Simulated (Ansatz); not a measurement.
# AgAs, space group Pmma: a scan of one input key

Program: Ansatz's Python interface.

Input file `POSCAR_agas`:
```text
AgAs
1.0
   4.99138200    0.00000000    0.00000000
   0.00000000    2.96078900    0.00000000
   0.00000000    0.00000000    5.17269900
Ag As
2 2
Direct
   0.25000000    0.00000000    0.83522900
   0.75000000    0.00000000    0.16477100
   0.75000000    0.50000000    0.66564500
   0.25000000    0.50000000    0.33435500
```

Script `agas_edit.py`:
```python
"""Keys set on an Input object, for AgAs."""

import ansatz as az
from ase.io import read

atoms = read("POSCAR_agas", format="vasp")
agas = az.Crystal.from_ase(atoms)

model = (
    agas.calculation()
    .functional(az.Functional.R2SCAN)
    .kpoints(mesh=(4, 7, 4))
    .occupations("methfessel_paxton", width=0.1)
    .band_table()
)
typed = model.input()
rows = []
for value in [2, 6, 12]:
    edited = typed.set(az.key.scf.n_extra_bands, value)
    summary = az.Session.from_dict(edited).plan().execute().report
    rows.append((value, summary["free_energy_ev"], summary["n_iterations"], len(summary["eigenvalues_ev"][0]) if "eigenvalues_ev" in summary else 0))
lines = [",".join(["extra bands", "F eV", "iterations", "bands listed"])] + [",".join(f"{v:.4f}" if isinstance(v, float) else str(v) for v in row) for row in rows]
print("\n".join(lines))
with open("edit.csv", "w") as handle:
    handle.write("\n".join(lines) + "\n")
```

Running `python agas_edit.py` prints:
```text
DeckWarning: basis.ecutwfc = 500 eV, auto-derived from the records' recommended cutoffs: set by Ag (their level for a meta-GGA)
extra bands,F eV,iterations,bands listed
2,-24935.8938,8,36
6,-24935.8938,7,40
12,-24935.8938,7,46
```
(Warnings from the package without file and line, repeats left out.)

Total energies depend on the potentials; only differences at equal settings carry meaning. A total without «per atom» is that of the whole cell that was run. The mesh is modest for a metal, so energies can be off by several to tens of meV an atom and pressures by half a GPa or more; differences at equal mesh fare better. This cell is a computed structure, which may not be the phase found in nature. Finished in 39 s on 1 thread of Arm Neoverse V1 (shared host), peak memory 0.66 GiB.
